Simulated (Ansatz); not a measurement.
**Se started on an F site and an F vacancy in perovskite KZnF3, 9 atoms, charge 0**

Aim: a base single point, then the same cell under other settings, to see what each one moves.

Method: density functional theory in Ansatz 0.2.0, PAW datasets, plane waves.

### 1 The starting cell

9 atoms (2 K, 2 Zn, 4 F, 1 Se); a = 8.105 Å, b = 4.052 Å, c = 4.052 Å, α = 90.00°, β = 90.00°, γ = 90.00°. All atoms were shaken off their sites by about 0.04 Å along each axis. Defect site 1: (0.500, 0.500, 0.500). Defect site 2: (0.250, 0.500, 0.000).

### 2 PBEsol on the given atoms

in.yaml

```yaml
crystal:
  lattice:
    - [8.104526, 0.000000, 0.000000]
    - [0.000000, 4.052263, 0.000000]
    - [0.000000, 0.000000, 4.052263]
  atoms:
    - { symbol: K, position: [0.006148, 0.001558, 0.015089] }
    - { symbol: K, position: [0.494489, 0.995937, 0.995108] }
    - { symbol: Zn, position: [0.253276, 0.504887, 0.502808] }
    - { symbol: Zn, position: [0.738896, 0.505638, 0.507920] }
    - { symbol: F, position: [0.751205, 0.485598, 0.006145] }
    - { symbol: F, position: [0.996468, 0.482561, 0.503168] }
    - { symbol: F, position: [0.256448, 0.999894, 0.504344] }
    - { symbol: F, position: [0.750175, 0.984449, 0.497068] }
    - { symbol: Se, position: [0.509865, 0.488069, 0.504534] }
kpoints:
  mp_grid: { grid: [2, 2, 2], shift: [0.5, 0.5, 0.5] }
hamiltonian:
  xc: pbesol
scf:
  occupations: { method: fermi_dirac, width: 0.01 }
output:
  forces: true
  eigenvalues: true
  stress: true
  populations: true
  write_density: true
  write_potential: true
  elf: true
  volumetric_format: npy
```

Run with:

```sh
$ ansatz run in.yaml --threads 8 --pin off --max-ram 13300MiB --runs-dir r --events-out ev --progress --plain
```

### 3 Variant: cutoff 800 eV

in.yaml, as its differences from that of step 2:

```diff
@@ -17,2 +17,3 @@
   mp_grid: { grid: [2, 2, 2], shift: [0.5, 0.5, 0.5] }
+basis: { ecutwfc: 800 }
 hamiltonian:
@@ -21,2 +22,3 @@
   occupations: { method: fermi_dirac, width: 0.01 }
+  max_iter: 90
 output:
@@ -25,6 +27 @@
   stress: true
-  populations: true
-  write_density: true
-  write_potential: true
-  elf: true
-  volumetric_format: npy
```

### 4 Variant: mixer broyden, occupations tetrahedron

in.yaml, as its differences from that of step 3:

```diff
@@ -17,3 +17,2 @@
   mp_grid: { grid: [2, 2, 2], shift: [0.5, 0.5, 0.5] }
-basis: { ecutwfc: 800 }
 hamiltonian:
@@ -21,4 +20,5 @@
 scf:
-  occupations: { method: fermi_dirac, width: 0.01 }
-  max_iter: 90
+  occupations: { method: tetrahedron }
+  max_iter: 70
+  mixing: { algorithm: broyden }
 output:
```

### 5 Run again with mixing beta 0.6, density threshold 0.01 eV

in.yaml, as its differences from that of step 4:

```diff
@@ -20,5 +20,6 @@
 scf:
-  occupations: { method: tetrahedron }
-  max_iter: 70
-  mixing: { algorithm: broyden }
+  occupations: { method: fermi_dirac, width: 0.01 }
+  max_iter: 60
+  convergence: { dr2_threshold: 1e-02 }
+  mixing: { beta: 0.6 }
 output:
```

### 6 Variant: dispersion D3(BJ) with three-body term, 60 extra bands

in.yaml, as its differences from that of step 5:

```diff
@@ -19,7 +19,7 @@
   xc: pbesol
+  dispersion: d3bjatm
 scf:
   occupations: { method: fermi_dirac, width: 0.01 }
-  max_iter: 60
-  convergence: { dr2_threshold: 1e-02 }
-  mixing: { beta: 0.6 }
+  max_iter: 90
+  n_extra_bands: 60
 output:
```

### 7 Run again with accuracy low, k points 3×3×3, functional r²SCAN

in.yaml, as its differences from that of step 6:

```diff
@@ -1 +1,2 @@
+accuracy: low
 crystal:
@@ -16,10 +17,8 @@
 kpoints:
-  mp_grid: { grid: [2, 2, 2], shift: [0.5, 0.5, 0.5] }
+  mp_grid: { grid: [3, 3, 3] }
 hamiltonian:
-  xc: pbesol
-  dispersion: d3bjatm
+  xc: r2scan
 scf:
   occupations: { method: fermi_dirac, width: 0.01 }
-  max_iter: 90
-  n_extra_bands: 60
+  max_iter: 70
 output:
```

Q: Predict the outcome of this session. Wanted: for each run, settings; status; energy from base; forces from base.

The runs gave:

| settings | status | cycles | time | energy from base (meV/atom) | forces from base (eV/Å rms) | filled to empty level on the mesh (eV) |
| --- | --- | --- | --- | --- | --- | --- |
| base | converged | 10 | 1.3 s (8 CPU threads) | 0 | 0 | 1.91 |
| cutoff 800 eV | converged | 10 | 0.8 s (8 CPU threads) | -4.1 | 0.001 | 1.91 |
| mixer broyden, occupations tetrahedron | converged | 10 | 0.5 s (8 CPU threads) | 0.0 | 0.000 | 1.91 |
| mixing beta 0.6, density threshold 0.01 eV | converged, settings too loose | 6 | 0.4 s (8 CPU threads) | 0.0 | 0.000 | 1.91 |
| dispersion D3(BJ) with three-body term, 60 extra bands | converged | 9 | 0.6 s (8 CPU threads) | - | 0.002 | 1.91 |
| accuracy low, k points 3×3×3, functional r²SCAN | converged, settings too loose | 10 | 1.8 s (8 CPU threads) | - | 0.139 | 0.39 |

**Reading.** Among these variants the forces move most with accuracy low, k points 3×3×3, functional r²SCAN (0.139 eV/Å rms).
